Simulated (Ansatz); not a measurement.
**MgNiH (P4/mmm): scan of the moment direction with non-collinear spins**

The task is a scan of the moment direction with non-collinear spins, for MgNiH (P4/mmm).

All numbers are computed with the Python package of Ansatz 0.2.0. Level of theory: DFT LDA, spin-orbit coupling, plane waves, PAW.

## Step 1: The system

Symmetry: P4/mmm, No. 123, tetragonal system. Conventional cell: a = 3.088 Å, b = 3.088 Å, c = 3.257 Å, α = 90.00°, β = 90.00°, γ = 90.00°. Mg (site symmetry 4/mmm) has 4 H at 2.18 Å as nearest neighbours. Around Ni (site symmetry 4/mmm) lie 2 H at 1.63 Å. H (site symmetry 4/mmm) has 2 Ni at 1.63 Å and 4 Mg at 2.18 Å as nearest neighbours.

The script holds or builds the structure itself.

## Step 2: The code

axes_mgnih.py reads:

```python
import warnings

import ansatz as az
import numpy as np
from tabulate import tabulate

CELL = [
    [3.088117, 0.0, 0.0],
    [0.0, 3.088117, 0.0],
    [0.0, 0.0, 3.257024],
]
ATOMS = [
    ("Mg", [0.0, 0.0, 0.0], 0),
    ("Ni", [0.5, 0.5, 0.5], 1.5),
    ("H", [0.5, 0.5, 0.0], 0),
]

warnings.simplefilter("ignore", az.DeckWarning)

rows = []
for axis in [(0, 0, 1), (1, 0, 0)]:
    structure = az.Crystal(lattice=az.Lattice.of(CELL))
    for symbol, position, moment in ATOMS:
        structure = structure.atom(symbol, position, moment=moment, axis=axis) if moment else structure.atom(symbol, position)
    base = (
        structure.calculation()
        .occupations("Methfessel-Paxton")
        .kpoints(5, center="gamma")
        .functional("lda")
        .spin(soc=True)
    )
    rep = base.run(threads=1, pin="off").report
    m = np.array(rep["magnetization_vec_mub"])
    rows.append((axis, rep["free_energy_ev"], float(np.linalg.norm(m)), rep["n_symmetry_ops"], rep["n_kpoints"]))
    print(axis, "moment vector (muB):", np.round(m, 3) + 0.0)
rows = [(row[0], 1000 * (row[1] - rows[0][1]), *row[2:]) for row in rows]
print(tabulate(rows, headers=["axis", "F - F(first) meV", "moment muB", "symmetry operations", "k-points"], floatfmt=".4f", tablefmt="simple"))
```

## Step 3: What the engine is handed

The package turns the script's settings into the engine's input (first run):

```yaml
crystal:
  lattice:
    - [3.088117, 0.0, 0.0]
    - [0.0, 3.088117, 0.0]
    - [0.0, 0.0, 3.257024]
  atoms:
    - { symbol: Mg, position: [0.0, 0.0, 0.0] }
    - { symbol: Ni, position: [0.5, 0.5, 0.5], spin: 1.5, spin_axis: [0.0, 0.0, 1.0] }
    - { symbol: H, position: [0.5, 0.5, 0.0] }
kpoints:
  mp_grid:
    grid: [5, 5, 5]
    shift: [0.0, 0.0, 0.0]
hamiltonian:
  xc: lda
magnetization:
  noncollinear: true
  spin_orbit: true
scf:
  occupations:
    method: methfessel_paxton
```

## Step 4: The run

Started as:

```console
$ python axes_mgnih.py
```

Q: Predict the main results. Wanted: lowest; next above it by.

The runs gave:

```
        quantity                   value
   runs compared                       2
          lowest  run 2 (axis [1, 0, 0])
next above it by            0.0 meV/atom
```

**Reading.** Of those tried, run 2 (axis [1, 0, 0]) is lowest; run 1 (axis [0, 0, 1]) lies 0.0 meV/atom above it: equal, as arrangements that symmetry makes equivalent are. Caveats:
- The SCF didn't keep the moments it started from (some shrank, vanished or turned); what is printed is the state reached.
- For a metal this k-point mesh is coarse: on a finer one energies can move by several to tens of meV an atom and pressures by half a GPa or more, differences at one mesh by less.
- This cell is a computed structure, which may not be the phase found in nature.
- Anisotropy energies under a meV need much denser k-meshes than this one. The starting moments were not kept in at least one run, so it stands on a weaker or other magnetic state than the one typed.
